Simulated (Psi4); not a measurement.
# InH3 (SMILES [InH3]): levels of theory compared

We compute a comparison of 5 runs (HF/def2-SVP, TPSS/def2-SVPD, CEPA(1)/def2-SV(P), UBCCD(T)/def2-SVP, LCCD/def2-SVPD) of InH3. 

The calculation is run with Psi4 1.11.

11 further runs of the same task are left out: 4 that didn't finish, 7 set aside as unsound or not needed.

### 1 The system as given

The species is InH3 (4 atoms), meant as a singlet with charge 0. SMILES: `[InH3]`. The coordinates come from a PBE0-D4/def2-TZVP relaxation.

Bond lengths: In1–H2 1.724 Å, In1–H3 1.724 Å, In1–H4 1.724 Å. Angles: H2–In1–H3 120.0°, H2–In1–H4 120.0°, H3–In1–H4 120.0°.

### 2 Energy and gradient at HF/def2-SVP (core potential) (run 1)

calc.inp

```
memory 1.6 GB

molecule {
  0 1
  In     0.02626719    -0.02853486    -0.00963760
  H      0.78518120     2.86482480     1.28161226
  H     -2.07038394    -0.20276761    -2.49708410
  H      1.36400432    -2.74766179     1.18674801
  units au
  symmetry c1
}

set basis def2-SVP
set puream true
set e_convergence 1e-09
set d_convergence 1e-08
set scf_type pk

E, wfn = gradient('scf', return_wfn=True)
oeprop(wfn, 'MULLIKEN_CHARGES', 'MAYER_INDICES', 'DIPOLE')
```

On the command line:

```
$ psi4 calc.inp calc.out -n 1
```

calc.out:

```text
[...]
    !!!  WARNING: ECP capability is in beta. Please check occupations closely.  !!!
[...]
  Running in c1 symmetry.
[...]
  Nuclear repulsion =   19.868853100375375
[...]
  Multiplicity = 1
[...]
  Nalpha       = 12
  Nbeta        = 12
[...]
    Number of basis functions: 41
[...]
   @RHF iter   1:  -190.89717186120620   -1.32998e+00   3.33347e-03 DIIS/ADIIS
[...]
   @RHF iter   9:  -190.90517168607835   -1.42109e-12   1.94155e-09 DIIS
[...]
    Orbital Energies [Eh]
    ---------------------
    Doubly Occupied:
       1A     -5.386308     2A     -3.647784     3A     -3.637748
       4A     -3.637748     5A     -1.035227     6A     -1.027195
       7A     -1.027195     8A     -1.023051     9A     -1.023049
      10A     -0.560068    11A     -0.404744    12A     -0.404738
[...]
  @RHF Final Energy:  -190.90517168607835
   => Energetics <=
    Nuclear Repulsion Energy =             19.8688531003753752
    One-Electron Energy =                -375.9183408363705325
    Two-Electron Energy =                 165.1443160499168243
    Total Energy =                       -190.9051716860783472
[...]
  -Total Gradient:
     Atom            X                  Y                   Z
    ------   -----------------  -----------------  -----------------
       1       -0.000010344302    -0.000005189789    -0.000015748900
       2       -0.000951532045    -0.003624616450    -0.001617512377
       3        0.002641301904     0.000218877543     0.003134567722
       4       -0.001679425557     0.003410928696    -0.001501306445
[...]
 Multipole Moments:
 ------------------------------------------------------------------------------------
     Multipole            Electronic (a.u.)      Nuclear  (a.u.)        Total (a.u.)
 ------------------------------------------------------------------------------------
 L = 1.  Multiply by 2.5417464519 to convert [e a0] to [Debye]
 Dipole X            :         -0.0000187            0.0000000           -0.0000186
 Dipole Y            :         -0.0000075           -0.0000000           -0.0000075
 Dipole Z            :         -0.0002347            0.0001502           -0.0000845
 Magnitude           :                                                    0.0000869
[...]
  Mulliken Charges: (a.u.)
   Center  Symbol    Alpha    Beta     Spin     Total
       1    IN    10.22455 10.22455  0.00000  0.55090
       2     H     0.59182  0.59182  0.00000 -0.18363
       3     H     0.59181  0.59181  0.00000 -0.18363
       4     H     0.59182  0.59182  0.00000 -0.18363
   Total alpha = 12.00000, Total beta = 12.00000, Total charge =  0.00000
  Mayer Bond Indices:
[...]
```

Wall time 2.3 s (1 thread of Intel Xeon 6975P-C (Granite Rapids), shared host); peak memory 0.2 GiB.

### 3 A single-point energy at TPSS/def2-SVPD (core potential) (run 2)

calc.in

```
memory 1600 mb

molecule molecule1 {
  0 1
  In     0.013900    -0.015100    -0.005100
  H      0.415500     1.516000     0.678200
  H     -1.095600    -0.107300    -1.321400
  H      0.721800    -1.454000     0.628000
  symmetry c1
}

set basis def2-SVPD
set puream true
set e_convergence 1e-09
set d_convergence 1e-08
set scf_type pk
set dft_radial_points 99
set dft_spherical_points 590

e, wfn = energy("tpss", return_wfn=True)
oeprop(wfn, "MAYER_INDICES", "MULLIKEN_CHARGES", "LOWDIN_CHARGES", title="TPSS")
```

On the command line:

```
$ psi4 calc.in calc.out -n 1
```

calc.out:

```text
[...]
    !!!  WARNING: ECP capability is in beta. Please check occupations closely.  !!!
[...]
  Running in c1 symmetry.
[...]
  Nuclear repulsion =   19.868853091102615
[...]
  Multiplicity = 1
[...]
  Nalpha       = 12
  Nbeta        = 12
[...]
    Number of basis functions: 56
[...]
   @RKS iter   1:  -191.70552013576068   -7.47127e-01   6.97112e-03 ADIIS/DIIS
[...]
   @RKS iter   8:  -191.81073858459001   -4.51564e-10   3.68149e-09 DIIS
[...]
    Orbital Energies [Eh]
    ---------------------
    Doubly Occupied:
       1A     -4.516308     2A     -2.957520     3A     -2.943173
       4A     -2.943172     5A     -0.702376     6A     -0.694527
       7A     -0.694527     8A     -0.689909     9A     -0.689907
      10A     -0.395715    11A     -0.264213    12A     -0.264209
[...]
  @RKS Final Energy:  -191.81073858459001
   => Energetics <=
    Nuclear Repulsion Energy =             19.8688530911026149
    One-Electron Energy =                -375.8000135354755002
    Two-Electron Energy =                 181.8108075824040384
    DFT Exchange-Correlation Energy =     -17.6903857226211514
    Empirical Dispersion Energy =           0.0000000000000000
    VV10 Nonlocal Energy =                  0.0000000000000000
    Total Energy =                       -191.8107385845900126
[...]
 Multipole Moments:
 ------------------------------------------------------------------------------------
     Multipole            Electronic (a.u.)      Nuclear  (a.u.)        Total (a.u.)
 ------------------------------------------------------------------------------------
 L = 1.  Multiply by 2.5417464519 to convert [e a0] to [Debye]
 Dipole X            :         -0.0000216            0.0000000           -0.0000216
 Dipole Y            :         -0.0000080           -0.0000000           -0.0000080
 Dipole Z            :         -0.0002223            0.0001502           -0.0000721
 Magnitude           :                                                    0.0000757
[...]
  Mulliken Charges: (a.u.)
   Center  Symbol    Alpha    Beta     Spin     Total
       1    IN    10.47083 10.47083  0.00000  0.05834
       2     H     0.50973  0.50973  0.00000 -0.01946
       3     H     0.50971  0.50971  0.00000 -0.01942
       4     H     0.50973  0.50973  0.00000 -0.01945
   Total alpha = 12.00000, Total beta = 12.00000, Total charge = -0.00000
  Lowdin Charges: (a.u.)
   Center  Symbol    Alpha    Beta     Spin     Total
       1    IN    10.20987 10.20987  0.00000  0.58027
       2     H     0.59671  0.59671  0.00000 -0.19341
[...]
```

Run time: 9.9 s. Hardware: 1 thread of Intel Xeon 6975P-C (Granite Rapids), shared host; peak memory 1.1 GiB.

Runs 3 to 4 aren't shown in full; the table further down has their settings and results.

### 4 The energy at LCCD/def2-SVPD (density fitting, core potential, density fitting for correlation) (run 5)

input.json

```json
{
 "schema_name": "qcschema_input",
 "schema_version": 1,
 "molecule": {
  "schema_name": "qcschema_molecule",
  "schema_version": 2,
  "symbols": ["In", "H", "H", "H"],
  "geometry": [0.02626719, -0.02853486, -0.0096376, 0.7851812, 2.8648248, 1.28161226, -2.07038394, -0.20276761, -2.4970841, 1.36400432, -2.74766179, 1.18674801],
  "molecular_charge": 0,
  "molecular_multiplicity": 1,
  "fix_symmetry": "c1",
  "fix_com": true,
  "fix_orientation": true
 },
 "driver": "energy",
 "model": {
  "method": "lccd",
  "basis": "def2-SVPD"
 },
 "keywords": {
  "num_frozen_docc": 4,
  "cc_type": "df"
 }
}
```

On the command line:

```
$ psi4 --qcschema input.json -n 1 --memory 1600MB
```

stdout:

```text
[...]
    !!!  WARNING: ECP capability is in beta. Please check occupations closely.  !!!
[...]
  Running in c1 symmetry.
[...]
  Nuclear repulsion =   19.868853100375375
[...]
  Multiplicity = 1
[...]
  Nalpha       = 12
  Nbeta        = 12
[...]
    Number of basis functions: 56
[...]
   @DF-RHF iter   1:  -190.88254366633143   -1.10371e+00   3.87590e-03 DIIS/ADIIS
[...]
   @DF-RHF iter   9:  -190.90571572904085   -1.56319e-12   2.24895e-09 DIIS
[...]
    Orbital Energies [Eh]
    ---------------------
    Doubly Occupied:
       1A     -5.386892     2A     -3.648351     3A     -3.638378
       4A     -3.638377     5A     -1.035795     6A     -1.027745
       7A     -1.027745     8A     -1.023675     9A     -1.023673
      10A     -0.560877    11A     -0.405637    12A     -0.405631
[...]
  @DF-RHF Final Energy:  -190.90571572904085
   => Energetics <=
    Nuclear Repulsion Energy =             19.8688531003753752
    One-Electron Energy =                -375.9035846510628858
    Two-Electron Energy =                 165.1290158216466750
    Total Energy =                       -190.9057157290408497
[...]
 Multipole Moments:
 ------------------------------------------------------------------------------------
     Multipole            Electronic (a.u.)      Nuclear  (a.u.)        Total (a.u.)
 ------------------------------------------------------------------------------------
 L = 1.  Multiply by 2.5417464519 to convert [e a0] to [Debye]
 Dipole X            :         -0.6304315            0.6304126           -0.0000189
 Dipole Y            :          0.6848294           -0.6848367           -0.0000073
 Dipole Z            :          0.2310300           -0.2311134           -0.0000835
 Magnitude           :                                                    0.0000859
[...]
	DF-MP2 Total Energy (a.u.)         :  -191.01515307345878
[...]
```

The result, in JSON:

```text
{
 "driver": "energy",
 "model": {
  "method": "lccd",
  "basis": "def2-SVPD"
 },
 "success": true,
 "return_result": -191.04212361096697,
 "properties": {
  "calcinfo_nbasis": 56,
  "calcinfo_nmo": 56,
  "calcinfo_nalpha": 12,
  "calcinfo_nbeta": 12,
  "calcinfo_natom": 4,
  "nuclear_repulsion_energy": 19.868853100375375,
  "return_energy": -191.04212361096697,
  "scf_one_electron_energy": -375.9035846510629,
  "scf_two_electron_energy": 165.12901582164668,
  "scf_dipole_moment": [-1.8943915423563773e-05, -7.273908007476848e-06, -8.347526431939922e-05],
  "scf_total_energy": -190.90571572904085,
  "scf_iterations": 9,
  "mp2_singles_energy": 0.0,
  "mp2_doubles_energy": -0.10943734441792641,
  "mp2_correlation_energy": -0.10943734441792685,
  "mp2_total_energy": -191.01515307345878
 }
}
```

Wall time 2.4 s (1 thread of Intel Xeon 6975P-C (Granite Rapids), shared host); peak memory 0.21 GiB.

### 5 All runs side by side

```
run                                                                              level      task                 properties  energy (Eh)  HOMO energy (eV)  LUMO energy (eV)  HOMO–LUMO gap (eV)  wall time
  1                                                       HF/def2-SVP (core potential)  gradient  (mulliken, mayer, dipole)  -190.905172            -11.01              0.63               11.65      2.3 s
  2                                                    TPSS/def2-SVPD (core potential)    energy  (mayer, mulliken, lowdin)  -191.810739             -7.19             -2.47                4.72      9.9 s
  3                                                CEPA(1)/def2-SV(P) (core potential)    energy                          –  -191.000567            -11.04              0.63               11.67      2.5 s
  4                                UBCCD(T)/def2-SVP (density fitting, core potential)    energy                          –  -191.032780            -11.01              0.63               11.65       15 s
  5  LCCD/def2-SVPD (density fitting, core potential, density fitting for correlation)    energy                          –  -191.042124            -11.04              0.61               11.65      2.4 s
```

### 6 What came out

| quantity | value |
| --- | --- |
| run 5: total energy | -191.04212 Eh |
| run 5: HOMO energy (Hartree–Fock orbitals) | -11.04 eV |
| run 5: LUMO energy (Hartree–Fock orbitals) | 0.61 eV |
| run 5: HOMO–LUMO gap (Hartree–Fock orbitals) | 11.65 eV |
| run 5: correlation energy (4 core orbitals frozen) | -136.4 mEh |

All runs together took 32 s, the longest 15 s.
